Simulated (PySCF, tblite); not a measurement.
# CH11NSi3: a rotation path, then NMR shifts on frames, part 2 of 2

tblite 0.8.0 and PySCF 2.14.0. Atoms count from 0. Earlier steps stand in the parts before.

## 5. NMR shieldings: image 4, PBE0/pcSseg-1

Job settings and geometry (Å):

```
{"job": {"kind": "nmr", "xc": "PBE0", "basis": "pcSseg-1", "pop": false}, "charge": 0, "multiplicity": 1}
N      0.760400    -1.254100    -0.932100
Si     0.669300    -0.369900     0.548800
Si     2.248200     1.312100     0.416600
C     -1.130000     0.268500     0.679500
Si    -2.361300    -0.316100    -0.639000
H      0.028700    -1.904000    -1.169500
H      1.649800    -1.609900    -1.240900
H      0.892000    -1.246300     1.730200
H      2.800400     1.649900     1.733600
H      1.736500     2.584300    -0.105000
H      3.410500     0.974900    -0.414800
H     -1.115100     1.359300     0.666400
H     -1.523100    -0.001700     1.659900
H     -3.668000     0.313600    -0.418300
H     -1.880400     0.020900    -1.978900
H     -2.525500    -1.772800    -0.548100
```

Method: GIAO PBE0/pcSseg-1 NMR shielding, non-relativistic, gas phase.

Log:

```text
coarse grid: 13840 points
cycle   1  E = -967.3587482071  dE =  6.273e-03  |g| = 5.030e-01  |ddm| = 3.457e+00
cycle   2  E = -967.3160965519  dE =  4.265e-02  |g| = 6.557e-01  |ddm| = 1.012e+00
cycle   3  E = -967.4155361696  dE = -9.944e-02  |g| = 4.833e-02  |ddm| = 6.687e-01
cycle   4  E = -967.4160191738  dE = -4.830e-04  |g| = 2.067e-02  |ddm| = 7.287e-02
cycle   5  E = -967.4161128907  dE = -9.372e-05  |g| = 6.030e-03  |ddm| = 2.232e-02
cycle   6  E = -967.4161224399  dE = -9.549e-06  |g| = 9.631e-04  |ddm| = 7.249e-03
final grid: 117072 points
cycle   7  E = -967.4401676099  dE = -1.411e-05  |g| = 6.934e-03  |ddm| = 1.701e-02
cycle   8  E = -967.4401580855  dE =  9.524e-06  |g| = 9.383e-03  |ddm| = 1.488e-02
cycle   9  E = -967.4401787300  dE = -2.064e-05  |g| = 4.099e-04  |ddm| = 8.525e-03
cycle  10  E = -967.4401787526  dE = -2.257e-08  |g| = 1.629e-04  |ddm| = 5.053e-04
cycle  11  E = -967.4401787587  dE = -6.065e-09  |g| = 4.372e-05  |ddm| = 1.848e-04
cycle  12  E = -967.4401787591  dE = -4.388e-10  |g| = 9.291e-06  |ddm| = 5.015e-05
converged SCF energy = -967.4401787591

GIAO shielding tensors (ppm)
atom      isotropic    diamagn.    paramagn.     s11        s22        s33       span
  0 N      255.516     317.857     -62.341    215.505    250.229    300.814     85.308
  1 Si     376.921     880.133    -503.212    343.560    363.588    423.616     80.055
  2 Si     465.144     880.579    -415.434    442.794    465.031    487.608     44.814
  3 C      197.423     258.932     -61.508    189.083    196.439    206.748     17.665
  4 Si     427.398     879.828    -452.430    404.010    410.799    467.384     63.374
  5 H       31.573      32.586      -1.013     22.687     30.034     41.997     19.310
  6 H       31.868      31.238       0.630     23.590     28.170     43.844     20.254
  7 H       26.107      29.588      -3.480     22.976     23.860     31.486      8.510
  8 H       28.408      28.972      -0.564     25.256     25.806     34.161      8.905
  9 H       28.430      29.707      -1.277     24.901     26.918     33.470      8.568
 10 H       28.364      29.198      -0.834     24.855     26.408     33.829      8.974
 11 H       31.517      33.234      -1.717     25.792     30.049     38.710     12.918
 12 H       31.607      31.799      -0.192     26.400     28.680     39.741     13.341
 13 H       27.595      28.485      -0.890     23.975     25.177     33.632      9.656
 14 H       27.500      29.564      -2.064     23.725     26.706     32.069      8.345
 15 H       27.791      29.541      -1.749     24.243     26.263     32.868      8.626
```

Run time: 16 s. Hardware: 1 thread of Arm Neoverse V1, shared host; peak memory 0.92 GiB.

Key values: δ C3 -10.5, N0 12.2, Si1 -27.8, Si4 -78.2, H7 5.61, H14 4.22 ppm.

## 6. NMR shieldings: image 6, PBE0/pcSseg-1

Job settings and geometry (Å):

```
{"job": {"kind": "nmr", "xc": "PBE0", "basis": "pcSseg-1", "pop": false}, "charge": 0, "multiplicity": 1}
N      0.818400    -1.033200    -1.144400
Si     0.652300    -0.327500     0.423000
Si     2.326100     1.256800     0.606100
C     -1.110000     0.407600     0.479700
Si    -2.471300    -0.519200    -0.458200
H      0.074200    -1.604800    -1.510400
H      1.709200    -1.409900    -1.423100
H      0.712900    -1.339700     1.509800
H      2.789600     1.411100     1.989400
H      1.934200     2.609800     0.195000
H      3.529500     0.937700    -0.172700
H     -1.074000     1.430200     0.101900
H     -1.407000     0.492500     1.526000
H     -3.742400     0.205800    -0.360600
H     -2.123700    -0.643600    -1.877000
H     -2.625600    -1.864600     0.103900
```

Level: GIAO PBE0/pcSseg-1 NMR shielding, non-relativistic, gas phase.

Log:

```text
coarse grid: 13840 points
cycle   1  E = -967.3598158148  dE =  6.434e-03  |g| = 5.038e-01  |ddm| = 3.455e+00
cycle   2  E = -967.3160767429  dE =  4.374e-02  |g| = 6.595e-01  |ddm| = 1.035e+00
cycle   3  E = -967.4168544942  dE = -1.008e-01  |g| = 4.811e-02  |ddm| = 6.856e-01
cycle   4  E = -967.4173361022  dE = -4.816e-04  |g| = 2.063e-02  |ddm| = 7.388e-02
cycle   5  E = -967.4174292418  dE = -9.314e-05  |g| = 6.083e-03  |ddm| = 2.246e-02
cycle   6  E = -967.4174389909  dE = -9.749e-06  |g| = 9.336e-04  |ddm| = 7.366e-03
final grid: 117072 points
cycle   7  E = -967.4415548337  dE = -1.674e-05  |g| = 6.748e-03  |ddm| = 1.850e-02
cycle   8  E = -967.4415459810  dE =  8.853e-06  |g| = 9.094e-03  |ddm| = 1.448e-02
cycle   9  E = -967.4415653294  dE = -1.935e-05  |g| = 4.206e-04  |ddm| = 8.319e-03
cycle  10  E = -967.4415653553  dE = -2.593e-08  |g| = 1.610e-04  |ddm| = 5.493e-04
cycle  11  E = -967.4415653611  dE = -5.788e-09  |g| = 5.091e-05  |ddm| = 1.930e-04
cycle  12  E = -967.4415653617  dE = -6.212e-10  |g| = 8.924e-06  |ddm| = 5.717e-05
converged SCF energy = -967.4415653617

GIAO shielding tensors (ppm)
atom      isotropic    diamagn.    paramagn.     s11        s22        s33       span
  0 N      253.656     318.318     -64.662    216.724    248.441    295.804     79.081
  1 Si     377.606     880.297    -502.692    344.743    363.161    424.913     80.170
  2 Si     465.382     880.437    -415.054    443.562    464.626    487.958     44.396
  3 C      195.630     258.865     -63.235    186.126    196.821    203.944     17.817
  4 Si     427.999     879.780    -451.781    403.677    409.956    470.364     66.687
  5 H       31.578      32.830      -1.252     22.332     30.188     42.214     19.882
  6 H       31.764      31.239       0.525     23.609     28.130     43.553     19.944
  7 H       26.232      29.917      -3.685     23.318     23.884     31.495      8.177
  8 H       28.403      28.929      -0.526     25.222     25.821     34.167      8.946
  9 H       28.421      29.484      -1.064     24.882     26.836     33.544      8.662
 10 H       28.345      29.101      -0.757     24.817     26.422     33.795      8.978
 11 H       31.531      33.439      -1.908     25.723     30.085     38.784     13.061
 12 H       31.942      32.075      -0.133     26.580     29.257     39.989     13.409
 13 H       27.568      28.401      -0.834     23.840     25.197     33.666      9.826
 14 H       27.671      29.750      -2.079     23.666     27.338     32.009      8.344
 15 H       27.759      29.155      -1.395     24.407     25.795     33.075      8.668
```

Wall time 15 s (1 thread of Arm Neoverse V1, shared host); peak memory 0.75 GiB.

Key values: δ C3 -8.7, N0 14.1, Si1 -28.4, Si4 -78.8, H7 5.48, H13 4.15 ppm.

## 7. Nuclear shieldings: image 8, PBE0/pcSseg-1

Job settings and geometry (Å):

```
{"job": {"kind": "nmr", "xc": "PBE0", "basis": "pcSseg-1", "pop": false}, "charge": 0, "multiplicity": 1}
N      0.928700    -0.848900    -1.353100
Si     0.649400    -0.317500     0.267700
Si     2.322300     1.185400     0.781100
C     -1.076300     0.489900     0.235800
Si    -2.535600    -0.624000    -0.230400
H      0.197000    -1.350000    -1.831600
H      1.822300    -1.248800    -1.588700
H      0.569000    -1.436300     1.239900
H      2.608800     1.219400     2.219800
H      2.006000     2.569500     0.413200
H      3.604600     0.879800     0.136300
H     -1.050800     1.336200    -0.451600
H     -1.268600     0.912300     1.223000
H     -3.785400     0.140900    -0.171900
H     -2.375700    -1.141300    -1.594400
H     -2.623400    -1.757700     0.693400
```

Level: GIAO PBE0/pcSseg-1 NMR shielding, non-relativistic, gas phase.

Log:

```text
coarse grid: 13840 points
cycle   1  E = -967.3619108299  dE =  6.638e-03  |g| = 5.040e-01  |ddm| = 3.454e+00
cycle   2  E = -967.3178864817  dE =  4.402e-02  |g| = 6.601e-01  |ddm| = 1.051e+00
cycle   3  E = -967.4190885628  dE = -1.012e-01  |g| = 4.749e-02  |ddm| = 6.957e-01
cycle   4  E = -967.4195642264  dE = -4.757e-04  |g| = 2.010e-02  |ddm| = 7.397e-02
cycle   5  E = -967.4196516564  dE = -8.743e-05  |g| = 6.147e-03  |ddm| = 2.209e-02
cycle   6  E = -967.4196616578  dE = -1.000e-05  |g| = 8.760e-04  |ddm| = 7.408e-03
cycle   7  E = -967.4196618627  dE = -2.049e-07  |g| = 1.506e-04  |ddm| = 1.320e-03
final grid: 117072 points
cycle   8  E = -967.4434058817  dE = -1.477e-05  |g| = 6.605e-03  |ddm| = 1.614e-02
cycle   9  E = -967.4433972663  dE =  8.615e-06  |g| = 9.011e-03  |ddm| = 1.388e-02
cycle  10  E = -967.4434155345  dE = -1.827e-05  |g| = 3.901e-04  |ddm| = 8.111e-03
cycle  11  E = -967.4434155581  dE = -2.353e-08  |g| = 1.582e-04  |ddm| = 5.325e-04
cycle  12  E = -967.4434155638  dE = -5.777e-09  |g| = 4.403e-05  |ddm| = 1.786e-04
cycle  13  E = -967.4434155643  dE = -4.904e-10  |g| = 7.440e-06  |ddm| = 5.389e-05
converged SCF energy = -967.4434155643

GIAO shielding tensors (ppm)
atom      isotropic    diamagn.    paramagn.     s11        s22        s33       span
  0 N      255.731     318.175     -62.444    222.911    250.997    293.285     70.374
  1 Si     375.682     880.542    -504.859    344.155    361.384    421.508     77.353
  2 Si     466.766     880.508    -413.743    449.090    464.762    486.445     37.355
  3 C      194.560     258.998     -64.438    180.509    197.392    205.779     25.270
  4 Si     425.274     879.620    -454.347    393.367    412.414    470.040     76.673
  5 H       31.507      32.798      -1.291     22.407     29.751     42.364     19.957
  6 H       31.754      31.123       0.630     23.678     27.996     43.588     19.910
  7 H       26.308      30.399      -4.092     23.760     23.951     31.211      7.451
  8 H       28.434      29.025      -0.591     25.230     25.910     34.163      8.933
  9 H       28.424      29.403      -0.979     24.872     26.839     33.562      8.690
 10 H       28.356      29.066      -0.711     24.817     26.376     33.875      9.058
 11 H       31.658      33.393      -1.736     26.535     29.721     38.717     12.182
 12 H       32.043      32.607      -0.564     26.189     30.095     39.847     13.658
 13 H       27.529      28.326      -0.798     23.739     25.234     33.613      9.874
 14 H       27.761      29.497      -1.736     23.796     27.076     32.411      8.615
 15 H       27.774      28.982      -1.208     24.409     25.914     32.998      8.589
```

It took 15 s on 1 thread of Arm Neoverse V1, shared host; peak memory 0.77 GiB.

Key values: δ C3 -7.6, N0 12.0, Si1 -26.5, Si4 -76.1, H7 5.41, H13 4.19 ppm.

## 8. Run by run: NMR shifts

Shifts (ppm) of some atoms, chosen among heavy atoms and hydrogens apart, with basis size and wall time:

| frame | C3 | H12 | H11 | N0 | Si1 | Si4 | Si2 | functions | time |
| --- | --- | --- | --- | --- | --- | --- | --- | --- | --- |
| image 0 | -8.1 | 0.39 | -0.29 | 13.9 | -27.0 | -78.0 | -122.4 | 161 | 16 s |
| image 2 | -10.1 | 0.39 | -0.04 | 12.9 | -27.5 | -77.9 | -118.9 | 161 | 15 s |
| image 4 | -10.5 | 0.11 | 0.20 | 12.2 | -27.8 | -78.2 | -116.0 | 161 | 16 s |
| image 6 | -8.7 | -0.23 | 0.19 | 14.1 | -28.4 | -78.8 | -116.2 | 161 | 15 s |
| image 8 | -7.6 | -0.33 | 0.06 | 12.0 | -26.5 | -76.1 | -117.6 | 161 | 15 s |

## 9. Outcome

This closing draws on all 2 parts.

```
                                        quantity                                                                   value
                                         barrier                                      0.046 eV (1.1 kcal/mol) at image 4
                           end to end (GFN2-xTB)                                                                0.003 eV
 13C shifts against TMS (PBE0/pcSseg-1, image 0)                                                                -8.1 ppm
  1H shifts against TMS (PBE0/pcSseg-1, image 0)  5.70, 4.06, 4.05, 4.04, 3.46, 3.32, 3.23, 0.39, 0.01, -0.03, -0.29 ppm
 15N shifts against NH3 (PBE0/pcSseg-1, image 0)                                                                13.9 ppm
29Si shifts against TMS (PBE0/pcSseg-1, image 0)                                                -27.0, -78.0, -122.4 ppm
                       range of the shift of Si2                                                    -122.4 to -116.0 ppm
```

**Reading.** Along the band the dihedral turns by 109°, and the top (dihedral 123°) lies 1.1 kcal/mol above the start (GFN2-xTB, rough), so at room temperature this motion is fast. The top was not checked by a frequency run. Shifts at one fixed geometry are not the observed spectrum, which averages over the motion. Across the 5 runs the shift of Si2 moves most, between -122.4 (image 0) and -116.0 ppm (image 4).
